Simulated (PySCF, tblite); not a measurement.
# C6H10FNS: geometry, infrared bands and NMR shifts

What infrared bands and NMR shifts should C6H10FNS (`CSC1=C(F)N(C)CC1`) show?

The runs use tblite 0.8.0 and PySCF 2.14.0, with density-fitted response routines of our own; the level of theory stands in each step. All values are computed, except where a source is named. Atoms are numbered from 0 throughout.

### Step 1. The starting structure

19 atoms, charge 0, multiplicity 1; geometry from: force field or distance geometry start.

Bonds of the start (Å): C0–S1 1.83, S1–C2 1.75, C2–C3 1.35, C3–F4 1.36, C3–N5 1.45, N5–C6 1.43, N5–C7 1.46, C7–C8 1.53, C8–C2 1.49, C0–H9 1.08, C0–H10 1.11, C0–H11 1.12, C6–H12 1.11, C6–H13 1.11, C6–H14 1.11, C7–H15 1.10, C7–H16 1.11, C8–H17 1.11, C8–H18 1.08.

### Step 2. Relaxing the molecule with GFN2-xTB

The job: settings as JSON, then the geometry in Å.

```
{"job": {"kind": "relax", "xc": "GFN2-xTB", "basis": "xTB"}, "charge": 0, "multiplicity": 1}
C      3.412800     0.115100    -0.131500
S      2.255400    -1.304700    -0.053500
C      0.573100    -0.818900     0.005700
C      0.178800     0.475300    -0.032800
F      0.988500     1.560900    -0.081100
N     -1.267000     0.483800     0.025000
C     -2.114600     1.514400     0.526500
C     -1.669800    -0.796800    -0.552100
C     -0.615000    -1.708600     0.074800
H      4.454200    -0.179400    -0.072800
H      3.152400     0.851900     0.658800
H      3.204400     0.605300    -1.114800
H     -2.930600     1.736300    -0.185200
H     -1.499800     2.430600     0.622400
H     -2.563500     1.321600     1.528000
H     -2.702600    -1.057800    -0.276200
H     -1.473000    -0.763500    -1.641900
H     -0.894400    -1.812100     1.145700
H     -0.499000    -2.644300    -0.452600
```

Run with:

```bash
> OMP_NUM_THREADS=1 python probes_run.py task.json out
```

This one command runs all jobs of the session in turn.

**Question.** This job is followed by: GFN2-xTB harmonic vibrations, gas phase; GIAO PBE0/pcSseg-1 NMR shielding, non-relativistic, gas phase. Predict these results of the whole session: strongest single infrared mode (GFN2-xTB); zero-point energy (GFN2-xTB); 13C shifts against TMS (PBE0/pcSseg-1); 1H shifts against TMS (PBE0/pcSseg-1, means over atoms taken as alike); 33S shifts against CS2 (PBE0/pcSseg-1); 19F shifts against CFCl3 (PBE0/pcSseg-1); 15N shifts against NH3 (PBE0/pcSseg-1).

As calculated:

```
                                                              quantity                                    value
                             strongest single infrared mode (GFN2-xTB)                    1375 cm⁻¹, 144 km/mol
                                          zero-point energy (GFN2-xTB)                            94.3 kcal/mol
                                13C shifts against TMS (PBE0/pcSseg-1)  165.1, 85.4, 52.1, 37.0, 32.0, 19.9 ppm
1H shifts against TMS (PBE0/pcSseg-1, means over atoms taken as alike)               3.05, 2.52, 2.52, 2.43 ppm
                                33S shifts against CS2 (PBE0/pcSseg-1)                                  -39 ppm
                              19F shifts against CFCl3 (PBE0/pcSseg-1)                               -146.8 ppm
                                15N shifts against NH3 (PBE0/pcSseg-1)                                 83.3 ppm
```

The optimisation took 113 steps and gained 0.944 eV; among the close pairs (by a distance rule), C3–N5 changed most, from 1.447 to 1.392 Å. No mode is imaginary among the 51: a minimum at this level. The strongest single mode, at 1375 cm⁻¹, is spread over several atoms, N5, C3, H15 among them. Unscaled tight-binding wavenumbers are off by several per cent, some by more. Its intensities can rank the bands wrongly. C3 (alkene carbon bearing nitrogen) lies farthest downfield among carbon, at 165.1 ppm; an sp2 carbon further deshielded by the attached heteroatom. H15, H16 (mean) (hydrogen on an sp3 CH2 bonded to N) lies farthest downfield among hydrogen, at 3.05 ppm; its carbon carries N, hence the downfield position. At PBE0/pcSseg-1: The largest span, 352 ppm, is at S1, where the paramagnetic term is -513 ppm.
